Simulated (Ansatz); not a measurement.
# GaIr: how the settings move a single-point run

Question: which choices in the input matter for GaIr?

Computed with Ansatz 0.2.0 (reference: DFT, PBEsol, all-electron LAPW, scalar-relativistic, unless a step's input says otherwise).

2 further runs of the same task are left out: 2 that didn't finish.

**1. The starting structure**

It takes space group R3m (No. 160, trigonal). Conventional cell: a = 4.248 Å, b = 4.248 Å, c = 5.203 Å, α = 90.00°, β = 90.00°, γ = 120.00°. Around Ga (site symmetry 3m) lie 4 Ir at 2.34 to 2.53 Å. Ir (site symmetry 3m) is surrounded by 4 Ga at 2.34 to 2.53 Å.

Coordinates:

```
Ga Ir
1.0
     3.00400    0.00000    0.00000
     0.00000    3.00400    0.00000
     0.00000    0.00000    3.00400
Ga Ir
1 1
Direct
  0.02500 0.02500 0.02500
  0.47500 0.47500 0.47500
```

**2. The reference run**

Input file input.yaml:

```yaml
crystal:
  lattice:
    - [3.004, 0.0, 0.0]
    - [0.0, 3.004, 0.0]
    - [0.0, 0.0, 3.004]
  atoms:
    - { symbol: Ga, position: [0.025, 0.025, 0.025] }
    - { symbol: Ir, position: [0.475, 0.475, 0.475] }
kpoints:
  mp_grid: { grid: [10, 10, 10] }
scf:
  occupations: { method: fermi_dirac, width: 0.05 }
hamiltonian:
  xc: pbesol
  pseudopotentials: { kind: all_electron, lapw: { basis_error: 0.001 } }
output:
  forces: true
  stress: true
  eigenvalues: true
  populations: true
```

Command:

```sh
ansatz run input.yaml --threads 1 --pin off --max-ram 2048MiB --backend cpu --events-out ev --progress --plain --runs-dir out
```

**3. Changed: symmetry.detect false, dispersion d3bj, xc_grid 4**

input.yaml: that of step 2 with these lines changed.

```diff
@@ -8,2 +8,3 @@
     - { symbol: Ir, position: [0.475, 0.475, 0.475] }
+  symmetry: { detect: false }
 kpoints:
@@ -15,2 +16,3 @@
   pseudopotentials: { kind: all_electron, lapw: { basis_error: 0.001 } }
+  dispersion: d3bj
 output:
@@ -20 +22,3 @@
   populations: true
+basis:
+  xc_grid: 4
```

**Question.** What will these runs give? Wanted: for each run, ending; energy change; pressure; gap; force.

The runs gave:

| run | ending | energy change | pressure (GPa) | gap (eV) | force (eV/Å) | cycles | time |
| --- | --- | --- | --- | --- | --- | --- | --- |
| reference | converged | 0 | 10.7 | 0.00 | 2.21 | 10 | 99 s |
| 1: symmetry.detect false, dispersion d3bj, xc_grid 4 | converged | -568.5 meV/atom (offset of the dispersion model) | 4.0 | 0.00 | 2.21 | 10 | 7.2 min |

Residual by cycle in the longest SCF loop of each run; runs are numbered as in the table. The quantity is the density residual dr2, in eV.

| cycle | reference | run 1 |
| --- | --- | --- |
| 1 | 0.581 | 0.581 |
| 2 | 0.15 | 0.15 |
| 3 | 0.108 | 0.108 |
| 4 | 0.012 | 0.012 |
| 5 | 0.00205 | 0.00205 |
| 6 | 1.6e-4 | 1.6e-4 |
| 7 | 6.8e-5 | 6.8e-5 |
| 8 | 5.7e-6 | 5.7e-6 |
| 9 | 3.9e-7 | 3.9e-7 |
| 10 | 3.6e-8 | 3.6e-8 |

What this shows: The energy moves by -568.5 meV/atom, nearly all of it the dispersion term itself (-568.5 meV/atom); that offset belongs to the model and is no gain or loss of stability; the pressure goes from 10.7 to 4.0 GPa.
